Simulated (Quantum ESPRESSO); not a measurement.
# Ge (I4_1/amd) in Quantum ESPRESSO: single point with PBEsol

Aim: the single point of Ge with PBEsol.

Everything below comes from runs of Quantum ESPRESSO 7.5. Logs are shortened: lines on timing, memory, paths and dates and some standing lists are left out, and cuts for length are marked.

**1. The crystal as given**

Symmetry: I4_1/amd, No. 141, tetragonal system. Conventional cell: a = 4.097 Å, b = 4.097 Å, c = 5.598 Å, α = 90.00°, β = 90.00°, γ = 90.00°. Ge (site symmetry -4m2) has 4 Ge at 2.48 Å as nearest neighbours.

**2. Single point, PBEsol**

The input, pw.in:

```
&CONTROL
  calculation = 'scf'
  prefix = 'pwscf'
  outdir = './tmp'
  pseudo_dir = './pseudo'
  tprnfor = .true.
  tstress = .true.
  disk_io = 'nowf'
/
&SYSTEM
  ibrav = 0
  nat = 2
  ntyp = 1
  ecutwfc = 78
  nbnd = 21
  occupations = 'smearing'
  smearing = 'gaussian'
  degauss = 0.00073499
/
&ELECTRONS
  conv_thr = 4d-10
  electron_maxstep = 120
  mixing_beta = 0.5
/
ATOMIC_SPECIES
Ge    72.6300 Ge.upf
CELL_PARAMETERS angstrom
   0.0000000000    2.8968000000    2.7991040000
   2.8968000000    0.0000000000    2.7991040000
   2.8968000000    2.8968000000    0.0000000000
ATOMIC_POSITIONS crystal
Ge     0.0000000000    0.0000000000    0.0000000000
Ge     0.2500000000    0.2500000000    0.2500000000
K_POINTS automatic
10 10 10 0 0 0
```

Potentials or basis: PseudoDojo 0.4.1 SR PBEsol standard.

The run is started by

```sh
> OMP_NUM_THREADS=1 pw.x -in pw.in > pw.out
```

pw.out:

```text
This program is part of the open-source Quantum ESPRESSO suite
     for quantum simulation of materials; please cite
[... 9 lines left out ...]
     --------------------
     sticks:   dense  smooth     PW     G-vecs:    dense   smooth      PW
     Sum        1265    1265    371                29513    29513    4773

     Using Slab Decomposition

     bravais-lattice index     =            0
     lattice parameter (alat)  =       7.6122  a.u.
     unit-cell volume          =     317.0171 (a.u.)^3
     number of atoms/cell      =            2
     number of atomic types    =            1
     number of electrons       =        28.00
     number of Kohn-Sham states=           21
     kinetic-energy cutoff     =      78.0000  Ry
     charge density cutoff     =     312.0000  Ry
     scf convergence threshold =      4.0E-10
     mixing beta               =       0.5000
     number of iterations used =            8  plain     mixing
     Exchange-correlation= PBESOL
                           (   1   4  10   8   0   0   0)

     celldm(1)=   7.612204  celldm(2)=   0.000000  celldm(3)=   0.000000
     celldm(4)=   0.000000  celldm(5)=   0.000000  celldm(6)=   0.000000

     crystal axes: (cart. coord. in units of alat)
               a(1) = (   0.000000   0.719129   0.694876 )
               a(2) = (   0.719129   0.000000   0.694876 )
               a(3) = (   0.719129   0.719129   0.000000 )

     reciprocal axes: (cart. coord. in units 2 pi/alat)
               b(1) = ( -0.695285  0.695285  0.719553 )
               b(2) = (  0.695285 -0.695285  0.719553 )
               b(3) = (  0.695285  0.695285 -0.719553 )

     PseudoPot. # 1 for Ge read from file:
     Ge.upf
     Pseudo is Norm-conserving + core correction, Zval = 14.0
     Generated using ONCVPSP code by D. R. Hamann
     Using radial grid of 1560 points,  6 beta functions with:
                l(1) =   0
                l(2) =   0
                l(3) =   1
                l(4) =   1
                l(5) =   2
                l(6) =   2

     atomic species   valence    mass     pseudopotential
     Ge               14.00    72.63000     Ge( 1.00)

     16 Sym. Ops., with inversion, found ( 8 have fractional translation)

   Cartesian axes

     site n.     atom                  positions (alat units)
         1        Ge     tau(   1) = (   0.0000000   0.0000000   0.0000000  )
         2        Ge     tau(   2) = (   0.3595646   0.3595646   0.3474381  )

     number of k points=   102  Gaussian smearing, width (Ry)=  0.0007

     Number of k-points >= 100: set verbosity='high' to print them.

     Dense  grid:    29513 G-vectors     FFT dimensions: (  48,  48,  48)

     Initial potential from superposition of free atoms

     starting charge      27.9985, renormalised to      28.0000
     Starting wfcs are   18 randomized atomic wfcs +    3 random wfcs

     Self-consistent Calculation

     iteration #  1     ecut=    78.00 Ry     beta= 0.50
     Davidson diagonalization with overlap
     ethr =  1.00E-02,  avg # of iterations =  5.2

     Threshold (ethr) on eigenvalues was too large:
     Diagonalizing with lowered threshold

     Davidson diagonalization with overlap
     ethr =  1.09E-04,  avg # of iterations =  3.6

     total energy              =    -356.80626544 Ry
     estimated scf accuracy    <       0.03101602 Ry

     iteration #  2     ecut=    78.00 Ry     beta= 0.50
     Davidson diagonalization with overlap
     ethr =  1.11E-04,  avg # of iterations =  1.0

     total energy              =    -356.80550083 Ry
     estimated scf accuracy    <       0.00566155 Ry

     iteration #  3     ecut=    78.00 Ry     beta= 0.50
     Davidson diagonalization with overlap
     ethr =  2.02E-05,  avg # of iterations =  2.2

     total energy              =    -356.80581935 Ry
     estimated scf accuracy    <       0.00007854 Ry

     iteration #  4     ecut=    78.00 Ry     beta= 0.50
     Davidson diagonalization with overlap
     ethr =  2.81E-07,  avg # of iterations =  4.7

     total energy              =    -356.80583164 Ry
     estimated scf accuracy    <       0.00000693 Ry

     iteration #  5     ecut=    78.00 Ry     beta= 0.50
     Davidson diagonalization with overlap
     ethr =  2.48E-08,  avg # of iterations =  1.4

     total energy              =    -356.80583180 Ry
     estimated scf accuracy    <       0.00000051 Ry

     iteration #  6     ecut=    78.00 Ry     beta= 0.50
     Davidson diagonalization with overlap
     ethr =  1.84E-09,  avg # of iterations =  2.0

     total energy              =    -356.80583203 Ry
     estimated scf accuracy    <       0.00000012 Ry

     iteration #  7     ecut=    78.00 Ry     beta= 0.50
     Davidson diagonalization with overlap
     ethr =  4.40E-10,  avg # of iterations =  2.0

     total energy              =    -356.80583205 Ry
     estimated scf accuracy    <          1.5E-09 Ry

     iteration #  8     ecut=    78.00 Ry     beta= 0.50
     Davidson diagonalization with overlap
     ethr =  5.49E-12,  avg # of iterations =  2.4

     total energy              =    -356.80583205 Ry
     estimated scf accuracy    <          5.5E-10 Ry

     iteration #  9     ecut=    78.00 Ry     beta= 0.50
     Davidson diagonalization with overlap
     ethr =  1.98E-12,  avg # of iterations =  1.0

     End of self-consistent calculation

     Number of k-points >= 100: set verbosity='high' to print the bands.

     the Fermi energy is     8.8540 ev

!    total energy              =    -356.80583205 Ry
     estimated scf accuracy    <          2.1E-10 Ry
     smearing contrib. (-TS)   =      -0.00000000 Ry
     internal energy E=F+TS    =    -356.80583205 Ry

     The total energy is F=E-TS. E is the sum of the following terms:
     one-electron contribution =    -187.37022989 Ry
     hartree contribution      =     112.03420809 Ry
     xc contribution           =     -86.34433636 Ry
     ewald contribution        =    -195.12547389 Ry

     convergence has been achieved in   9 iterations

     Forces acting on atoms (cartesian axes, Ry/au):

     atom    1 type  1   force =     0.00000000    0.00000000    0.00000000
     atom    2 type  1   force =     0.00000000    0.00000000   -0.00000000

     Total force =     0.000000     Total SCF correction =     0.000000

     Computing stress (Cartesian axis) and pressure

          total   stress  (Ry/bohr**3)                   (kbar)     P=      -17.82
  -0.00017191  -0.00000000   0.00000000          -25.29       -0.00        0.00
  -0.00000000  -0.00017191   0.00000000           -0.00      -25.29        0.00
   0.00000000   0.00000000  -0.00001951            0.00        0.00       -2.87

=------------------------------------------------------------------------------=
   JOB DONE.
=------------------------------------------------------------------------------=
```

It took 2.3 min on 1 thread of Intel Xeon Platinum 8375C at 2.90GHz (Ice Lake), shared host; peak memory 0.18 GiB.

What came out:

```
Free energy            : -4854.5907 eV
Pressure               : -1.8 GPa
Band gap on the k mesh : 0.07 eV, indirect (least direct gap 0.25 eV)
```

Stress tensor (GPa, compression positive):
```
-2.53  0.00  0.00
 0.00 -2.53  0.00
 0.00  0.00 -0.29
```

A k mesh can miss the band edges.
